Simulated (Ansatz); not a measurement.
# Ta: the cost of one run

Program: Ansatz 0.2.0. Level of theory: DFT PBEsol, scalar-relativistic, plane waves, PAW. These are calculated values, not measurements.

1 further run of the same task is left out (set aside as unsound or not needed).

## Step 1: Starting point

The structure is cubic, space group Im-3m (No. 229). Conventional cell: a = 3.281 Å, b = 3.281 Å, c = 3.281 Å, α = 90.00°, β = 90.00°, γ = 90.00°. Around Ta (site symmetry m-3m) lie 8 Ta at 2.84 Å.

As a file:

```xyz
1
Lattice="-1.6403 1.6403 1.6403 1.6403 -1.6403 1.6403 1.6403 1.6403 -1.6403" Properties=species:S:1:pos:R:3 pbc="T T T"
Ta    0.0000    0.0000    0.0000
```

It is the result of an earlier relaxation at this level (volume 17.65 Å³/atom; gap on the mesh: none (metal)).

## Step 2: The film's bulk: Ti

Relaxed beforehand at this level: -2473.7925 eV/atom, gap on the mesh none (metal).

Space group Im-3m (No. 229). a = 3.210 Å, b = 3.210 Å, c = 3.210 Å, α = 90.00°, β = 90.00°, γ = 90.00°
| atom | site | symmetry | x | y | z |
| --- | --- | --- | --- | --- | --- |
| Ti | 2a | m-3m | 0.0000 | 0.0000 | 0.0000 |

## Step 3: The bulk in the cell of the plane

Input file input.yaml:

```yaml
crystal:
  lattice:
    - [3.2805195245, 0.0, 0.0]
    - [0.0, 3.2805195245, 0.0]
    - [1.6402597623, -1.6402597623, 1.6402597623]
  atoms:
    - { symbol: Ta, position: [0.0, 0.0, 0.0] }
basis:
  ecutwfc: 420
kpoints:
  mp_grid: { grid: [11, 11, 21] }
hamiltonian:
  xc: pbesol
scf:
  occupations: { method: gaussian, width: 0.1 }
output:
  forces: true
  stress: true
  eigenvalues: true
```

On the command line:

```sh
$ ansatz run input.yaml --threads 2 --pin off --max-ram 5120MiB --backend cpu --events-out ev --progress --plain --runs-dir out
```

**Question.** How long does this run take on 2 threads of Intel Xeon 6975P-C (Granite Rapids), shared host, and how much memory does it need?

About 1.9 s, with a peak of 0.48 GiB.
